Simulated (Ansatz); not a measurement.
# AlH₃STe: single points off equilibrium

An exercise on one series of results from a longer session: the logs are not shown, and one member is left open.

Program: Ansatz 0.2.0, Gaussian basis. Level of theory: single points in def2-TZVPP. These are calculated values, not measurements.

Correlated methods freeze the cores. Filled d shells of the heavier atoms are correlated. Core potentials replace the inner electrons past krypton, and spin-orbit coupling is left out.

### Where the work starts

SMILES `[SH][AlH][TeH]`, 6 atoms, charge 0, spin multiplicity 1.

Atoms are counted from 1 here; the program's logs count them from 0.

Bond lengths: S1–Al2 2.217 Å, S1–H4 1.342 Å, Al2–Te3 2.517 Å, Al2–H5 1.513 Å, Te3–H6 1.671 Å. Angles: Al2–S1–H4 89.6°, S1–Al2–Te3 121.8°, S1–Al2–H5 110.5°, Te3–Al2–H5 127.7°, Al2–Te3–H6 82.3°.

Coordinates:

```xyz
6
charge 0, multiplicity 1
S     1.22930    0.01710   -1.31700
Al   -0.58190   -0.04760   -0.04070
Te   -0.43420   -0.32870    2.45570
H     0.45380   -0.08670   -2.40690
H    -1.82550    0.17020   -0.87480
H     1.09700    0.29190    2.20880
```

The first run:

File run/in.yaml:

```yaml
crystal:
  periodic: [false, false, false]
  atoms:
    - {symbol: S, position_ang: [1.229300, 0.017100, -1.317000]}
    - {symbol: Al, position_ang: [-0.581900, -0.047600, -0.040700]}
    - {symbol: Te, position_ang: [-0.434200, -0.328700, 2.455700]}
    - {symbol: H, position_ang: [0.453800, -0.086700, -2.406900]}
    - {symbol: H, position_ang: [-1.825500, 0.170200, -0.874800]}
    - {symbol: H, position_ang: [1.097000, 0.291900, 2.208800]}
basis:
  gaussian: {orbitals: def2-TZVPP}
correlation: {method: ccsd_t}
output: {forces: true}
```

No record of the launch command was kept for these runs.

Steps of the session up to this table: CCSD(T)/def2-TZVPP; PBE0-D4/def2-TZVPP; wB97M-V/def2-TZVPP; r2SCAN-D4/def2-TZVPP; PBE-D4/def2-TZVPP; HSE06-D4/def2-TZVPP; LC-wPBE/def2-TZVPP.

One of the session's tables, all rows but one given; the rest of the session is left out.

| method | RMS force component (eV/Å) | angle to CCSD(T) forces (°) | dipole (D) |
| --- | --- | --- | --- |
| CCSD(T) | 0.355 | reference | 0.98 |
| PBE0-D4 | ? | ? | ? |
| wB97M-V | 0.348 | 8.1 | 1.01 |
| r2SCAN-D4 | 0.364 | 9.0 | 0.93 |
| PBE-D4 | 0.392 | 27.2 | 0.90 |
| HSE06-D4 | 0.376 | 8.3 | 0.97 |
| LC-wPBE | 0.424 | 15.7 | 1.08 |

Q: Estimate the row for PBE0-D4 from the others.

As computed: RMS force component (eV/Å): 0.377; angle to CCSD(T) forces (°): 8.4; dipole (D): 0.98. In the column «RMS force component (eV/Å)» it lies between HSE06-D4 (0.376) and PBE-D4 (0.392).
